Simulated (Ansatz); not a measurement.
# C2H6BO2P, SMILES PB1OCCO1: a comparison of dispersion corrections

Program: the Python package of Ansatz (0.2.0).

`c2h6bo2p.xyz`
```text
12

P     2.51820    0.27020    0.13180
B     0.75040    0.51150    0.87590
O     0.03940   -0.66960    1.33020
C    -0.96110   -0.76120    0.35550
C    -1.07070    0.60240   -0.34700
O    -0.13210    1.46590    0.23010
H     2.14700    0.76180   -1.18410
H     2.29850   -1.12410   -0.21260
H    -1.92470   -1.02230    0.84380
H    -0.70490   -1.56170   -0.37470
H    -0.87070    0.50150   -1.43760
H    -2.08930    1.02570   -0.21120
```

`disp_c2h6bo2p.py`:
```python
# -*- coding: utf-8 -*-
'''Dispersion corrections for C2H6BO2P.'''

import ansatz

mol = ansatz.Crystal.molecule_from_extxyz('c2h6bo2p.xyz')

model = mol.calculation().basis(gaussian='def2-SVP')
for name in ['pbe0', 'revpbe']:
    for correction in ('d3bj', 'd4'):
        rep = model.functional(name, dispersion=correction).run(threads=1, backend='cpu').report
        print(f'{name:8s} {correction:5s} total {rep["free_energy_ev"]:.5f} eV, of which dispersion {1000 * rep["dispersion"]["energy"]["ev"]:.2f} meV')
```

Running `python disp_c2h6bo2p.py` prints:
```text
pbe0     d3bj  total -16212.58814 eV, of which dispersion -242.63 meV
pbe0     d4    total -16212.58546 eV, of which dispersion -239.95 meV
revpbe   d3bj  total -16220.44922 eV, of which dispersion -703.24 meV
revpbe   d4    total -16220.66473 eV, of which dispersion -918.75 meV
```

Notes:
- Total energies depend on the basis set; only differences at equal settings carry meaning.
- The geometry is a force-field or estimated start, not a minimum of this method, and the basis set is short of its limit. D4 holds the three-body term, and d3bj doesn't.
- Timing: 14 s on 1 thread of Arm Neoverse V2, on a shared host, peak memory 0.29 GiB.
